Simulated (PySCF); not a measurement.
# C7H7NS2: NMR shifts and electronic excitations in gas and solvents

Aim: compute the NMR shifts and electronic excitations of C7H7NS2 (`CSc1csc2cc[nH]c12`), and see what a dielectric continuum does where one was used.

Computed with PySCF 2.14.0, with density-fitted response routines of our own, on a single molecule, in the gas phase or a continuum. Atoms are numbered from 0 throughout.

### 1 Starting geometry

17 atoms, charge 0, multiplicity 1; geometry from: GFN2-xTB. The atoms were then displaced at random by about 0.01 Å, so the start is not that level's minimum.

Bonds of the start (Å): C0–S1 1.83, S1–C2 1.77, C2–C3 1.37, C3–S4 1.77, S4–C5 1.72, C5–C6 1.40, C6–C7 1.37, C7–N8 1.35, N8–C9 1.35, C9–C2 1.40, C9–C5 1.40, C0–H10 1.10, C0–H11 1.09, C0–H12 1.03, C3–H13 1.03, C6–H14 1.08, C7–H15 1.07, N8–H16 1.01.

### 2 Geometry optimisation at PBE0-D3(BJ)/def2-SVP

Job settings and geometry (Å):

```
{"job": {"xc": "PBE0", "basis": "def2-SVP", "d3": "d3bj", "grid": 1, "shake": 0.01, "kind": "geom"}, "charge": 0, "multiplicity": 1}
C      3.372460    -0.291630     0.211510
S      1.836690    -1.099930    -0.355400
C      0.572730     0.044210     0.124390
C      0.785900     1.233760     0.778350
S     -0.743490     2.070880     1.074660
C     -1.634770     0.810840     0.318730
C     -2.938630     0.434000    -0.005110
C     -2.832410    -0.769680    -0.646590
N     -1.541790    -1.153790    -0.699450
C     -0.781120    -0.201950    -0.121680
H      3.440090     0.689280    -0.285390
H      3.327720    -0.141410     1.292370
H      4.145790    -0.907990    -0.080240
H      1.642700     1.695160     1.122980
H     -3.850080     0.971920     0.199110
H     -3.626690    -1.377820    -1.038390
H     -1.191630    -1.994010    -1.140170
```

The run is started by

```bash
$ OMP_NUM_THREADS=1 python probes_run.py task.json out
```

The driver reads the jobs from task.json and runs them one after another.

What it wrote:

```text
step   0  E = -1120.94915288  max force = 0.060681
step   1  E = -1120.95862966  max force = 0.014691
step   2  E = -1120.95923441  max force = 0.004382
step   3  E = -1120.95939819  max force = 0.002789
step   4  E = -1120.95946914  max force = 0.001192
step   5  E = -1120.95944752  max force = 0.002468
step   6  E = -1120.95948311  max force = 0.000423
optimisation converged
```

Wall time 2.1 min (1 thread of Arm Neoverse V1, shared host); peak memory 0.8 GiB.

Relaxation path:

```csv
step,energy from step 0 (eV),largest force component (eV/Å)
0,0.0000,3.1203
1,-0.2579,0.7554
2,-0.2743,0.2253
3,-0.2788,0.1434
4,-0.2807,0.0613
5,-0.2801,0.1269
6,-0.2811,0.0218
```

Distances of close pairs at the start and the end, largest changes first:

```csv
bond,before (Å),after (Å),change (Å)
C0–H12,1.031,1.099,+0.067
C3–H13,1.032,1.088,+0.056
C2–C9,1.398,1.428,+0.030
C0–S1,1.826,1.797,-0.028
C3–S4,1.769,1.742,-0.026
C5–C6,1.395,1.421,+0.025
C7–N8,1.348,1.373,+0.025
N8–C9,1.348,1.367,+0.018
```

The final coordinates are the input of the step that follows.

```csv
at the end point,value
point group (found at 0.08 Å tolerance),C1
"rotational constants (GHz, main isotopes)","1.748, 0.796, 0.549"
dipole moment (D),1.99
```

### 3 NMR shieldings: PBE0/pcSseg-1 in chloroform

Job settings and geometry (Å):

```
{"job": {"kind": "nmr", "xc": "PBE0", "basis": "pcSseg-1", "solvent": "chloroform", "pop": true}, "charge": 0, "multiplicity": 1}
C      3.346805    -0.180514     0.052739
S      1.850227    -1.092979    -0.345436
C      0.609205     0.036309     0.163170
C      0.754796     1.239502     0.811248
S     -0.754902     2.047857     1.132149
C     -1.640036     0.761219     0.393175
C     -2.967502     0.364848     0.078692
C     -2.853447    -0.852290    -0.564762
N     -1.529885    -1.205984    -0.653149
C     -0.774273    -0.227047    -0.071543
H      3.376117     0.780064    -0.482042
H      3.433539    -0.011261     1.136150
H      4.188137    -0.804200    -0.278826
H      1.680528     1.712678     1.132417
H     -3.895563     0.889653     0.290533
H     -3.631171    -1.497322    -0.967958
H     -1.175657    -2.045486    -1.087699
```

Level: GIAO PBE0/pcSseg-1 NMR shielding, non-relativistic, IEF-PCM chloroform.

What it wrote:

```text
coarse grid: 16256 points
cycle   1  E = -1121.2542751636  dE =  1.991e+00  |g| = 3.477e-01  |ddm| = 4.444e+00
cycle   2  E = -1121.2495421053  dE =  4.733e-03  |g| = 3.854e-01  |ddm| = 7.574e-01
cycle   3  E = -1121.2859720511  dE = -3.643e-02  |g| = 8.550e-02  |ddm| = 4.096e-01
cycle   4  E = -1121.2874403739  dE = -1.468e-03  |g| = 3.494e-02  |ddm| = 9.711e-02
cycle   5  E = -1121.2877171415  dE = -2.768e-04  |g| = 8.334e-03  |ddm| = 3.759e-02
cycle   6  E = -1121.2877346008  dE = -1.746e-05  |g| = 2.018e-03  |ddm| = 1.218e-02
cycle   7  E = -1121.2877352373  dE = -6.365e-07  |g| = 9.461e-04  |ddm| = 2.659e-03
final grid: 150544 points
cycle   8  E = -1121.3506405646  dE = -3.623e-05  |g| = 1.053e-02  |ddm| = 4.565e-02
cycle   9  E = -1121.3506241756  dE =  1.639e-05  |g| = 1.333e-02  |ddm| = 2.268e-02
cycle  10  E = -1121.3506680513  dE = -4.388e-05  |g| = 8.301e-04  |ddm| = 1.334e-02
cycle  11  E = -1121.3506681963  dE = -1.450e-07  |g| = 3.809e-04  |ddm| = 1.312e-03
cycle  12  E = -1121.3506682326  dE = -3.633e-08  |g| = 7.522e-05  |ddm| = 4.384e-04
cycle  13  E = -1121.3506682338  dE = -1.148e-09  |g| = 3.291e-05  |ddm| = 9.725e-05
cycle  14  E = -1121.3506682340  dE = -2.492e-10  |g| = 6.907e-06  |ddm| = 3.343e-05
converged SCF energy = -1121.3506682340

GIAO shielding tensors (ppm)
atom      isotropic    diamagn.    paramagn.     s11        s22        s33       span
  0 C      167.033     250.577     -83.544    156.736    160.624    183.738     27.002
  1 S      518.777    1057.383    -538.606    318.056    485.711    752.563    434.507
  2 C       59.906     260.148    -200.241    -12.823     54.622    137.920    150.744
  3 C       68.082     256.856    -188.774     -3.507     76.682    131.072    134.579
  4 S      369.824    1055.642    -685.819    206.169    443.596    459.706    253.537
  5 C       54.770     270.031    -215.261      3.693     34.198    126.419    122.726
  6 C       78.766     251.323    -172.557      6.847     66.475    162.977    156.131
  7 C       57.770     249.046    -191.276    -16.213     60.312    129.210    145.423
  8 N      110.449     327.420    -216.972     31.536    107.295    192.515    160.979
  9 C       47.310     251.743    -204.433     -2.513     36.018    108.425    110.937
 10 H       28.711      29.693      -0.982     24.003     26.404     35.725     11.722
 11 H       28.561      29.365      -0.805     23.731     26.162     35.789     12.058
 12 H       28.775      27.003       1.772     23.110     25.832     37.382     14.272
 13 H       25.101      32.586      -7.485     19.264     27.303     28.736      9.473
 14 H       24.637      30.183      -5.546     20.586     25.441     27.884      7.298
 15 H       24.106      27.600      -3.494     19.792     24.872     27.655      7.863
 16 H       23.185      32.739      -9.554     14.738     25.264     29.553     14.815
```

Run time: 41 s. Hardware: 1 thread of Arm Neoverse V1, shared host; peak memory 1.2 GiB.

The references, computed at this level on geometries of the same kind, shield at (ppm): ¹H TMS 31.25, ¹³C TMS 185.2, ¹⁵N NH3 267.8, ³³S CS2 495. Their shielding less the atom's gives the shift. The references are single molecules in the same continuum, so shifts against H2O, NH3, PH3, H3PO4 or CFCl3 are not on the usual liquid scales and can be off by tens of ppm. Atoms listed in one row are averaged.

```csv
atoms,environment,σ (ppm),δ (ppm)
C9,ring-fusion aromatic carbon,47.3,137.9
C5,ring-fusion aromatic carbon,54.8,130.4
C7,aromatic CH next to a ring nitrogen,57.8,127.4
C2,aromatic carbon bearing sulfur,59.9,125.3
C3,aromatic CH next to the ring sulfur,68.1,117.1
C6,aromatic CH,78.8,106.4
C0,methyl carbon bonded to S,167.0,18.1
H16,hydrogen on a pyrrole-type ring nitrogen,23.18,8.06
H15,hydrogen on an aromatic CH next to a ring nitrogen,24.11,7.14
H14,hydrogen on an aromatic CH,24.64,6.61
H13,hydrogen on an aromatic CH next to the ring sulfur,25.10,6.15
"H10, H11, H12",hydrogen on a methyl carbon bonded to S,28.68,2.57
S4,aromatic ring sulfur,370,126
S1,sulfide sulfur,519,-23
N8,pyrrole-type ring nitrogen,110.4,157.3
```

The run also stored atomic charges by several schemes (e):

```csv
atoms,Mulliken,IAO,Hirshfeld,ESP fit
C0,-0.40,-0.50,-0.11,-0.31
S1,0.08,0.15,0.00,-0.16
C2,-0.18,-0.17,-0.06,0.05
C3,-0.32,-0.36,-0.11,-0.37
S4,0.29,0.29,0.05,-0.05
C5,-0.35,-0.20,-0.08,0.12
C6,-0.15,-0.24,-0.11,-0.34
C7,0.12,-0.10,-0.02,-0.30
N8,-0.48,-0.23,-0.06,-0.10
C9,0.32,0.03,-0.01,-0.08
```

Mayer bond orders: C0–S1 1.00, S1–C2 1.04, C2–C3 1.51, C3–S4 1.10, S4–C5 1.05, C5–C6 1.30, C6–C7 1.54, C7–N8 1.18, N8–C9 1.10, C9–C2 1.11, C9–C5 1.31.

Ring of atoms C2, C3, S4, C5, C9: NICS(0) -11.3, NICS(1) -9.5, NICS(1)zz -20.1 ppm (means of both faces).

Ring of atoms C5, C6, C7, N8, C9: NICS(0) -13.7, NICS(1) -11.1, NICS(1)zz -28.2 ppm (means of both faces).

### 4 Excited states and response: wB97X-D/def2-SVPD

Same as in step 3 but for these lines:

```diff
@@ -1,2 +1,2 @@
-{"job": {"kind": "nmr", "xc": "PBE0", "basis": "pcSseg-1", "solvent": "chloroform", "pop": true}, "charge": 0, "multiplicity": 1}
+{"job": {"kind": "uv", "xc": "wB97X-D", "basis": "def2-SVPD", "dynamic": true, "nstates": 6, "ntriplets": 0}, "charge": 0, "multiplicity": 1}
 C      3.346805    -0.180514     0.052739
```

With the program's defaults for keys left out, this is: TDDFT wB97X-D/def2-SVPD, vertical, gas phase, core orbitals frozen in the response.

What it wrote:

```text
coarse grid: 16256 points
cycle   1  E = -1121.3308079525  dE =  2.314e+00  |g| = 3.184e-01  |ddm| = 8.427e+00
cycle   2  E = -1121.3572844760  dE = -2.648e-02  |g| = 2.186e-01  |ddm| = 1.796e+00
cycle   3  E = -1121.3677657073  dE = -1.048e-02  |g| = 8.835e-02  |ddm| = 7.117e-01
cycle   4  E = -1121.3697570746  dE = -1.991e-03  |g| = 2.389e-02  |ddm| = 2.455e-01
cycle   5  E = -1121.3699057326  dE = -1.487e-04  |g| = 6.979e-03  |ddm| = 8.248e-02
cycle   6  E = -1121.3699199487  dE = -1.422e-05  |g| = 1.407e-03  |ddm| = 2.192e-02
cycle   7  E = -1121.3699207491  dE = -8.004e-07  |g| = 7.267e-04  |ddm| = 7.053e-03
final grid: 150544 points
cycle   8  E = -1121.4935909468  dE = -1.130e-04  |g| = 6.071e-03  |ddm| = 2.917e-01
cycle   9  E = -1121.4935940675  dE = -3.121e-06  |g| = 5.161e-03  |ddm| = 3.577e-02
cycle  10  E = -1121.4936002479  dE = -6.180e-06  |g| = 9.238e-04  |ddm| = 1.241e-02
cycle  11  E = -1121.4936004474  dE = -1.995e-07  |g| = 4.241e-04  |ddm| = 3.176e-03
cycle  12  E = -1121.4936004990  dE = -5.159e-08  |g| = 1.144e-04  |ddm| = 1.726e-03
cycle  13  E = -1121.4936005034  dE = -4.414e-09  |g| = 2.957e-05  |ddm| = 4.611e-04
cycle  14  E = -1121.4936005038  dE = -4.375e-10  |g| = 1.399e-05  |ddm| = 1.427e-04
converged SCF energy = -1121.4936005038

Static polarisability (au): isotropic 127.858, principal 78.042 140.579 164.953

Singlet excitations
state   eV       nm        f      main configurations
  1   4.9889    248.5   0.06844   H->L 0.38, H->L+1 0.38
  2   5.0761    244.3   0.14524   H->L 0.55, H->L+1 0.29
  3   5.3238    232.9   0.21949   H-1->L 0.93
  4   5.5978    221.5   0.00468   H->L+2 0.42, H->L+4 0.29
  5   5.7143    217.0   0.00076   H-1->L+1 0.35, H->L+2 0.16, H->L+3 0.13
  6   5.7602    215.2   0.00263   H-1->L+1 0.26, H->L+2 0.15, H-1->L+4 0.12
```

It took 86 s on 1 thread of Arm Neoverse V1, shared host; peak memory 1.4 GiB.

Frontier orbitals and where they lie:

```csv
orbital,eV,atoms
HOMO−3,-10.51,"S4 20 %, S1 17 %, C2 14 %"
HOMO−2,-8.91,"S1 25 %, C6 20 %, N8 14 %"
HOMO−1,-7.94,"C9 21 %, S4 15 %, C5 14 %"
HOMO,-7.39,"S1 19 %, C3 18 %, S4 16 %"
LUMO,1.37,"C3 22 %, C2 17 %, S4 13 %"
LUMO+1,1.72,"S1 37 %, S4 20 %, C0 8 %"
LUMO+2,1.99,"S1 45 %, S4 12 %, H16 10 %"
```

With each of the 6 states as a Gaussian band of 0.4 eV half-width at 1/e, the curve within the window shown has maxima at 239 nm (ε 16,000) L/(mol cm). Beyond the last state computed it falls off for lack of states. The curve at chosen wavelengths:

```csv
nm,ε (L/mol/cm)
205,441
208,865
211,1567
214,2628
217,4086
220,5913
223,7998
227,10862
230,12792
233,14310
236,15272
239,15609
242,15329
245,14507
248,13261
251,11735
254,10071
257,8395
260,6808
264,4944
267,3780
270,2823
273,2064
276,1478
279,1038
282,715
```

Further results of this job:

```csv
property,computed
dipole moment (D),1.87
polarisability (Å³),18.95
HOMO–LUMO gap (eV),8.77
−ε(HOMO) (eV),7.39
C6 with itself (au),5848
```

### 5 Excited states and response: wB97X-D/def2-SVPD in chloroform

Same as in step 4 but for these lines:

```diff
@@ -1,2 +1,2 @@
-{"job": {"kind": "uv", "xc": "wB97X-D", "basis": "def2-SVPD", "dynamic": true, "nstates": 6, "ntriplets": 0}, "charge": 0, "multiplicity": 1}
+{"job": {"kind": "uv", "xc": "wB97X-D", "basis": "def2-SVPD", "solvent": "chloroform", "nstates": 6, "ntriplets": 0}, "charge": 0, "multiplicity": 1}
 C      3.346805    -0.180514     0.052739
```

Level: TDDFT wB97X-D/def2-SVPD, vertical, IEF-PCM chloroform (non-equilibrium linear response), core orbitals frozen in the response.

What it wrote:

```text
coarse grid: 16256 points
cycle   1  E = -1121.3433368728  dE =  2.302e+00  |g| = 3.044e-01  |ddm| = 8.430e+00
cycle   2  E = -1121.3699400413  dE = -2.660e-02  |g| = 1.860e-01  |ddm| = 1.589e+00
cycle   3  E = -1121.3775689111  dE = -7.629e-03  |g| = 7.471e-02  |ddm| = 6.366e-01
cycle   4  E = -1121.3790504143  dE = -1.482e-03  |g| = 1.853e-02  |ddm| = 2.072e-01
cycle   5  E = -1121.3791419933  dE = -9.158e-05  |g| = 6.335e-03  |ddm| = 6.839e-02
cycle   6  E = -1121.3791536171  dE = -1.162e-05  |g| = 1.028e-03  |ddm| = 2.071e-02
cycle   7  E = -1121.3791542953  dE = -6.782e-07  |g| = 3.942e-04  |ddm| = 5.593e-03
final grid: 150544 points
cycle   8  E = -1121.5027292834  dE = -1.140e-04  |g| = 5.959e-03  |ddm| = 2.944e-01
cycle   9  E = -1121.5027332178  dE = -3.934e-06  |g| = 4.755e-03  |ddm| = 3.581e-02
cycle  10  E = -1121.5027384684  dE = -5.251e-06  |g| = 7.757e-04  |ddm| = 1.140e-02
cycle  11  E = -1121.5027386209  dE = -1.525e-07  |g| = 3.547e-04  |ddm| = 2.870e-03
cycle  12  E = -1121.5027386575  dE = -3.661e-08  |g| = 9.895e-05  |ddm| = 1.559e-03
cycle  13  E = -1121.5027386610  dE = -3.463e-09  |g| = 2.422e-05  |ddm| = 3.988e-04
cycle  14  E = -1121.5027386614  dE = -3.783e-10  |g| = 1.064e-05  |ddm| = 1.426e-04
converged SCF energy = -1121.5027386614

Static polarisability (au): isotropic 166.011, principal 100.872 189.596 207.567

Singlet excitations
state   eV       nm        f      main configurations
  1   4.9563    250.2   0.29214   H->L 0.92
  2   5.1234    242.0   0.02135   H->L+1 0.70
  3   5.2528    236.0   0.30253   H-1->L 0.94
  4   5.6780    218.4   0.00815   H->L+2 0.56, H->L+4 0.17, H->L+3 0.09
  5   5.7469    215.7   0.00135   H->L+4 0.32, H->L+3 0.25, H-1->L+1 0.08
  6   5.7995    213.8   0.00076   H-1->L+1 0.54, H-1->L+4 0.14
```

Run time: 69 s. Hardware: 1 thread of Arm Neoverse V1, shared host; peak memory 1.4 GiB.

In short: HOMO -7.45 eV, LUMO 1.33 eV; lowest singlet 4.96 eV.

### 6 Run by run: electronic excitations

Excitations and ground-state properties, with basis size and wall time:

```csv
run,lowest singlet (eV),brightest (eV),f,gap (eV),α (Å³),μ (D),functions,time
wB97X-D/def2-SVPD,4.99,5.32,0.219,8.77,18.95,1.87,270,86 s
wB97X-D/def2-SVPD in chloroform,4.96,5.25,0.303,8.79,24.60,2.46,270,69 s
```

### 7 Outcome

| quantity | value |
| --- | --- |
| point group | C1 |
| rotational constants (main isotopes) | 1.75, 0.80, 0.55 GHz |
| ¹³C shifts against TMS (PBE0/pcSseg-1, chloroform) | 137.9, 130.4, 127.4, 125.3, 117.1, 106.4, 18.1 ppm |
| ¹H shifts against TMS (PBE0/pcSseg-1, chloroform, means over atoms taken as alike) | 8.06, 7.14, 6.61, 6.15, 2.57 ppm |
| ³³S shifts against CS2 (PBE0/pcSseg-1, chloroform) | 126, -23 ppm |
| ¹⁵N shifts against NH3 (PBE0/pcSseg-1, chloroform) | 157.3 ppm |
| lowest singlet (wB97X-D/def2-SVPD) | 4.99 eV (249 nm), f = 0.068 |
| brightest single state of those computed | state 3, 5.32 eV, f = 0.219 |
| range of the lowest singlet | 4.96 to 4.99 eV |

Relaxing lowered the energy by 0.281 eV in 6 steps; the close pair that moved most is C0–H12, from 1.031 to 1.099 Å. No frequency check was run at this level, so the end point may be a saddle. At PBE0/pcSseg-1: The widest tensor belongs to S1: span 435 ppm, with a paramagnetic part of -539 ppm. NICS(1)zz of -20 ppm above the planar ring from C2 marks a diatropic (aromatic) ring current. NICS(1)zz of -28 ppm above the planar ring from C5 marks a diatropic (aromatic) ring current. The first singlet state (HOMO→LUMO 0.38, HOMO→LUMO+1 0.38) lies at 4.99 eV and is bright; of the 6 states computed, the strongest absorption comes from state 3 at 5.32 eV. The lowest singlet runs from 4.96 eV (wB97X-D/def2-SVPD in chloroform) to 4.99 eV (wB97X-D/def2-SVPD), while the orbital gap spans 8.77 to 8.79 eV. The lowest state need not be the same one in every run.
